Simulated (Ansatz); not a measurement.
# SrAs2Ru2: further runs on the relaxed cell

The task, for SrAs2Ru2: fit an equation of state.

Computed with Ansatz 0.2.0 (DFT r2SCAN, scalar-relativistic, plane waves, PAW, unless a step's input says otherwise).

1 further run of the same task is left out (set aside as unsound or not needed).

## 1. Starting point

Symmetry: I4/mmm, No. 139, tetragonal system. Conventional cell: a = 4.167 Å, b = 4.167 Å, c = 11.446 Å, α = 90.00°, β = 90.00°, γ = 90.00°. Sr (site symmetry 4/mmm) is surrounded by 8 As at 3.37 Å and 8 Ru at 3.54 Å. Around As (site symmetry 4mm) lie 4 Ru at 2.41 Å and 4 Sr at 3.37 Å. Around Ru (site symmetry -4m2) lie 4 As at 2.41 Å.

As a file:

```
Sr As Ru
1.0
    -2.08334    2.08334    5.72293
     2.08334   -2.08334    5.72293
     2.08334    2.08334   -5.72293
Sr As Ru
1 2 2
Direct
  0.00000 0.00000 0.00000
  0.64347 0.64347 0.00000
  0.35653 0.35653 0.00000
  0.25000 0.75000 0.50000
  0.75000 0.25000 0.50000
```

It goes back to an entry of the Materials Project.

This cell was relaxed beforehand with the same method: volume 19.87 Å³/atom, gap on the mesh none (metal).

## 2. The cell scaled to 0.97 of its volume

Contents of input.yaml:

```yaml
crystal:
  lattice:
    - [-2.0622950026, 2.0622950026, 5.6651225037]
    - [2.0622950026, -2.0622950026, 5.6651225037]
    - [2.0622950026, 2.0622950026, -5.6651225037]
  atoms:
    - { symbol: Sr, position: [0.0, 0.0, 0.0] }
    - { symbol: As, position: [0.6434715084, 0.6434715084, 0.0] }
    - { symbol: As, position: [0.3565284916, 0.3565284916, 0.0] }
    - { symbol: Ru, position: [0.25, 0.75, 0.5] }
    - { symbol: Ru, position: [0.75, 0.25, 0.5] }
basis:
  ecutwfc: 500
kpoints:
  mp_grid: { grid: [12, 12, 12] }
hamiltonian:
  xc: r2scan
scf:
  occupations: { method: gaussian, width: 0.1 }
output:
  forces: true
  stress: true
  eigenvalues: true
relax:
  adjacent_minimum: "off"
  f_tol: 0.01
  max_steps: 30
  cell: { stress_tol: 0.1, fix: [volume] }
```

Launch:

```
$ ansatz run input.yaml --threads 2 --pin off --max-ram 5120MiB --backend cpu --events-out ev --progress --plain --runs-dir out
```

## 3. Volume × 1.03

Edit input.yaml of step 2 so:

```diff
@@ -2,5 +2,5 @@
   lattice:
-    - [-2.0622950026, 2.0622950026, 5.6651225037]
-    - [2.0622950026, -2.0622950026, 5.6651225037]
-    - [2.0622950026, 2.0622950026, -5.6651225037]
+    - [-2.1039687558, 2.1039687558, 5.7796002659]
+    - [2.1039687558, -2.1039687558, 5.7796002659]
+    - [2.1039687558, 2.1039687558, -5.7796002659]
   atoms:
```

## 4. Point at V/V0 = 0.94

Contents of input.yaml:

```yaml
crystal:
  lattice:
    - [-2.0549678229, 2.0549678229, 5.5291319166]
    - [2.0549678229, -2.0549678229, 5.5291319166]
    - [2.0549678229, 2.0549678229, -5.5291319166]
  atoms:
    - { symbol: Sr, position: [0.0, 0.0, 0.0] }
    - { symbol: As, position: [0.6411903991, 0.6411903991, 0.0] }
    - { symbol: As, position: [0.3588096009, 0.3588096009, 0.0] }
    - { symbol: Ru, position: [0.25, 0.75, 0.5] }
    - { symbol: Ru, position: [0.75, 0.25, 0.5] }
basis:
  ecutwfc: 500
kpoints:
  mp_grid: { grid: [12, 12, 12] }
hamiltonian:
  xc: r2scan
scf:
  occupations: { method: gaussian, width: 0.1 }
output:
  forces: true
  stress: true
  eigenvalues: true
relax:
  adjacent_minimum: "off"
  f_tol: 0.01
  max_steps: 30
  cell: { stress_tol: 0.1, fix: [volume] }
```

## 5. Volume × 1.06

Contents of input.yaml:

```yaml
crystal:
  lattice:
    - [-2.1119575521, 2.1119575521, 5.9030253065]
    - [2.1119575521, -2.1119575521, 5.9030253065]
    - [2.1119575521, 2.1119575521, -5.9030253065]
  atoms:
    - { symbol: Sr, position: [0.0, 0.0, 0.0] }
    - { symbol: As, position: [0.6456111846, 0.6456111846, 0.0] }
    - { symbol: As, position: [0.3543888154, 0.3543888154, 0.0] }
    - { symbol: Ru, position: [0.25, 0.75, 0.5] }
    - { symbol: Ru, position: [0.75, 0.25, 0.5] }
basis:
  ecutwfc: 500
kpoints:
  mp_grid: { grid: [12, 12, 12] }
hamiltonian:
  xc: r2scan
scf:
  occupations: { method: gaussian, width: 0.1 }
output:
  forces: true
  stress: true
  eigenvalues: true
relax:
  adjacent_minimum: "off"
  f_tol: 0.01
  max_steps: 30
  cell: { stress_tol: 0.1, fix: [volume] }
```

## 6. Volume × 0.91

Contents of input.yaml:

```yaml
crystal:
  lattice:
    - [-2.0540664134, 2.0540664134, 5.3573692379]
    - [2.0540664134, -2.0540664134, 5.3573692379]
    - [2.0540664134, 2.0540664134, -5.3573692379]
  atoms:
    - { symbol: Sr, position: [0.0, 0.0, 0.0] }
    - { symbol: As, position: [0.638492864, 0.638492864, 0.0] }
    - { symbol: As, position: [0.361507136, 0.361507136, 0.0] }
    - { symbol: Ru, position: [0.25, 0.75, 0.5] }
    - { symbol: Ru, position: [0.75, 0.25, 0.5] }
basis:
  ecutwfc: 500
kpoints:
  mp_grid: { grid: [12, 12, 12] }
hamiltonian:
  xc: r2scan
scf:
  occupations: { method: gaussian, width: 0.1 }
output:
  forces: true
  stress: true
  eigenvalues: true
relax:
  adjacent_minimum: "off"
  f_tol: 0.01
  max_steps: 30
  cell: { stress_tol: 0.1, fix: [volume] }
```

## 7. Volume × 1.10

Contents of input.yaml:

```yaml
crystal:
  lattice:
    - [-2.1257587552, 2.1257587552, 6.046497565]
    - [2.1257587552, -2.1257587552, 6.046497565]
    - [2.1257587552, 2.1257587552, -6.046497565]
  atoms:
    - { symbol: Sr, position: [0.0, 0.0, 0.0] }
    - { symbol: As, position: [0.6476299498, 0.6476299498, 0.0] }
    - { symbol: As, position: [0.3523700502, 0.3523700502, 0.0] }
    - { symbol: Ru, position: [0.25, 0.75, 0.5] }
    - { symbol: Ru, position: [0.75, 0.25, 0.5] }
basis:
  ecutwfc: 500
kpoints:
  mp_grid: { grid: [12, 12, 12] }
hamiltonian:
  xc: r2scan
scf:
  occupations: { method: gaussian, width: 0.1 }
output:
  forces: true
  stress: true
  eigenvalues: true
relax:
  adjacent_minimum: "off"
  f_tol: 0.01
  max_steps: 30
  cell: { stress_tol: 0.1, fix: [volume] }
```

## 8. Volume × 0.88

Contents of input.yaml:

```yaml
crystal:
  lattice:
    - [-2.0501536156, 2.0501536156, 5.2005468762]
    - [2.0501536156, -2.0501536156, 5.2005468762]
    - [2.0501536156, 2.0501536156, -5.2005468762]
  atoms:
    - { symbol: Sr, position: [0.0, 0.0, 0.0] }
    - { symbol: As, position: [0.6357010746, 0.6357010746, 0.0] }
    - { symbol: As, position: [0.3642989254, 0.3642989254, 0.0] }
    - { symbol: Ru, position: [0.25, 0.75, 0.5] }
    - { symbol: Ru, position: [0.75, 0.25, 0.5] }
basis:
  ecutwfc: 500
kpoints:
  mp_grid: { grid: [12, 12, 12] }
hamiltonian:
  xc: r2scan
scf:
  occupations: { method: gaussian, width: 0.1 }
output:
  forces: true
  stress: true
  eigenvalues: true
  write_density: true
  write_potential: true
  elf: true
  volumetric_format: npy
relax:
  adjacent_minimum: "off"
  f_tol: 0.01
  max_steps: 30
  cell: { stress_tol: 0.1, fix: [volume] }
```

(Steps that only read results are left out.)

What does the calculation give? Wanted: equilibrium volume of the fit; bulk modulus.

The runs gave:

| quantity | value |
| --- | --- |
| equilibrium volume of the fit | 19.85 Å³/atom |
| bulk modulus | 72 GPa |
| its pressure derivative | 2.8 |

What this shows: The fit puts the minimum at 19.85 Å³/atom with B = 72 GPa and B' = 2.8.
